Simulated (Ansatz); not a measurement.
**H₈MgNO₇+: geometry at several levels**

The task, for H₈MgNO₇+: geometry at several levels. Charge +1.

Computed with Ansatz 0.2.0 (the levels named in each step, unless a step's input says otherwise).

## Step 1: The starting structure

Bond lengths (14 of 18 bonds, heavy atoms first): O5–N6 1.180 Å, N6–O7 1.240 Å, N6–O8 1.240 Å, O1–Mg9 2.028 Å, O2–Mg9 1.952 Å, O3–Mg9 1.953 Å, O4–Mg9 2.030 Å, N6–Mg9 2.194 Å, O7–Mg9 1.872 Å, O8–Mg9 1.869 Å, O1–H10 0.962 Å, O1–H11 0.963 Å, O2–H12 0.960 Å, O2–H13 0.962 Å. Angles (14 of 41 angles, heavy atoms first): O5–N6–O7 121.6°, O5–N6–O8 121.6°, O5–N6–Mg9 179.9°, O7–N6–O8 116.8°, O7–N6–Mg9 58.5°, O8–N6–Mg9 58.3°, N6–O7–Mg9 87.1°, N6–O8–Mg9 87.3°, O1–Mg9–O2 91.0°, O1–Mg9–O3 87.4°, O1–Mg9–O4 177.1°, O1–Mg9–N6 91.4°, O1–Mg9–O7 93.8°, O1–Mg9–O8 88.6°.

Coordinates:

```xyz
17

O    -0.7073    0.7345   -1.8551
O    -2.2899    0.2260    0.4480
O    -0.7797   -1.9102   -1.1031
O    -0.3306   -1.3153    1.6252
O     2.4269    1.3343    0.5220
N     1.4104    0.7760    0.3031
O     1.3849   -0.3361   -0.2450
O     0.3164    1.2729    0.6114
Mg   -0.4806   -0.2595   -0.1022
H    -0.7156    0.4020   -2.7582
H    -0.5285    1.6800   -1.8927
H    -3.1785    0.0885    0.1113
H    -2.2772    1.0621    0.9237
H    -1.3862   -2.6513   -1.0305
H     0.0594   -2.2442   -1.4352
H     0.5089   -1.7386    1.8339
H    -0.8228   -1.2197    2.4468
```

## Step 2: A rough first relaxation, PBE-D4/def2-SVP

input.yaml

```yaml
crystal:
  periodic: [false, false, false]
  atoms:
    - { symbol: O, position_ang: [-0.70734, 0.73448, -1.85514] }
    - { symbol: O, position_ang: [-2.28988, 0.22603, 0.44802] }
    - { symbol: O, position_ang: [-0.77966, -1.9102, -1.10311] }
    - { symbol: O, position_ang: [-0.33057, -1.31532, 1.62519] }
    - { symbol: O, position_ang: [2.42694, 1.33428, 0.522] }
    - { symbol: "N", position_ang: [1.41036, 0.77595, 0.30314] }
    - { symbol: O, position_ang: [1.38486, -0.3361, -0.245] }
    - { symbol: O, position_ang: [0.31642, 1.27288, 0.61142] }
    - { symbol: Mg, position_ang: [-0.48056, -0.25953, -0.10224] }
    - { symbol: H, position_ang: [-0.71557, 0.40203, -2.75819] }
    - { symbol: H, position_ang: [-0.52848, 1.67999, -1.89269] }
    - { symbol: H, position_ang: [-3.17848, 0.08849, 0.11132] }
    - { symbol: H, position_ang: [-2.27724, 1.06207, 0.9237] }
    - { symbol: H, position_ang: [-1.38621, -2.65127, -1.03047] }
    - { symbol: H, position_ang: [0.05943, -2.24421, -1.43517] }
    - { symbol: H, position_ang: [0.50889, -1.73856, 1.83387] }
    - { symbol: H, position_ang: [-0.82277, -1.21966, 2.44678] }
total_charge: 1
basis:
  gaussian: { orbitals: def2-SVP }
hamiltonian:
  xc: pbe
  dispersion: d4
relax:
  f_tol: 0.03
  max_steps: 200
```

Command:

```console
> ansatz run input.yaml --threads 4 --pin off --max-ram 10240MiB --backend cpu --events-out ev --progress --plain --runs-dir out
```

Further steps of the session: Relaxation, HF/STO-3G; Relaxation, HF/6-31G*; Relaxation, LDA/def2-SVP; Relaxation, PBE-D4/def2-SVP.

**Question.** What will these runs give? Wanted: O1–Mg9 at PBE-D4/def2-SVP; O2–Mg9 at PBE-D4/def2-SVP; O3–Mg9 at PBE-D4/def2-SVP.

The runs gave:

```
                 quantity    value
O1–Mg9 at PBE-D4/def2-SVP  2.130 Å
O2–Mg9 at PBE-D4/def2-SVP  2.069 Å
O3–Mg9 at PBE-D4/def2-SVP  2.074 Å
```

What this shows: The O1–Mg9 distance spreads over 0.174 Å, from HF/STO-3G (shortest) to PBE-D4/def2-SVP.
